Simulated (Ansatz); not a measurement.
# PIr (zincblende type): how the settings move a single-point run

How sensitive is a single-point run of PIr (zincblende type) to its settings? A reference run comes first, then one run with altered input.

Computed with Ansatz 0.2.0 (reference: DFT, LDA, PAW with Ansatz's default frozen-core files, scalar-relativistic, unless a step's input says otherwise).

## 1. The starting structure

Symmetry: F-43m, No. 216, cubic system. Conventional cell: a = 5.084 Å, b = 5.084 Å, c = 5.084 Å, α = 90.00°, β = 90.00°, γ = 90.00°. Around Ir (site symmetry -43m) lie 4 P at 2.20 Å. P (site symmetry -43m) is surrounded by 4 Ir at 2.20 Å.

Structure file:

```
Ir P
1.0
     0.00000    2.54182    2.54182
     2.54182    0.00000    2.54182
     2.54182    2.54182    0.00000
Ir P
1 1
Direct
  0.00000 0.00000 0.00000
  0.25000 0.25000 0.25000
```

## 2. Baseline

The input, input.yaml:

```yaml
crystal:
  lattice:
    - [0.0, 2.5418188147, 2.5418188147]
    - [2.5418188147, 0.0, 2.5418188147]
    - [2.5418188147, 2.5418188147, 0.0]
  atoms:
    - { symbol: Ir, position: [0.0, 0.0, 0.0] }
    - { symbol: P, position: [0.25, 0.25, 0.25] }
kpoints:
  mp_grid: { grid: [12, 12, 12] }
scf:
  occupations: { method: fermi_dirac, width: 0.05 }
hamiltonian:
  xc: lda
  pseudopotentials: { kind: paw }
output:
  forces: true
  stress: true
  eigenvalues: true
  populations: true
```

The run is started by

```bash
ansatz run input.yaml --threads 1 --pin off --max-ram 2048MiB --backend cpu --events-out ev --progress --plain --runs-dir out
```

## 3. Changed: preconditioner none, n_extra_bands 16

Changes to input.yaml since step 2:

```diff
@@ -12,2 +12,4 @@
   occupations: { method: fermi_dirac, width: 0.05 }
+  mixing: { preconditioner: none }
+  n_extra_bands: 16
 hamiltonian:
```

**Question.** What will these runs give? Wanted: for each run, ending; energy change; pressure; gap; force.

The runs gave:

```tsv
run	ending	energy change	pressure (GPa)	gap (eV)	force (eV/Å)	cycles	time
reference	converged	0	11.3	0.00	0.00	6	5 s
1: preconditioner none, n_extra_bands 16	converged	0.0 meV/atom	11.3	0.00	0.00	6	6.6 s
```

Residual by cycle in the longest SCF loop of each run; runs are numbered as in the table. The quantity is the density residual dr2, in eV.

```tsv
cycle	reference	run 1
1	0.00396	0.00367
2	9.7e-4	0.00123
3	7.4e-5	6.3e-4
4	4.0e-6	1.7e-5
5	2.3e-7	3.5e-7
6	2.5e-8	8.6e-9
```

What this shows: Energy and cycle count are those of the reference, so the change (mixing and band count) left the result and the number of cycles as they were. The reference leaves spin out although Ir can carry a moment, so its state need not be the lowest.
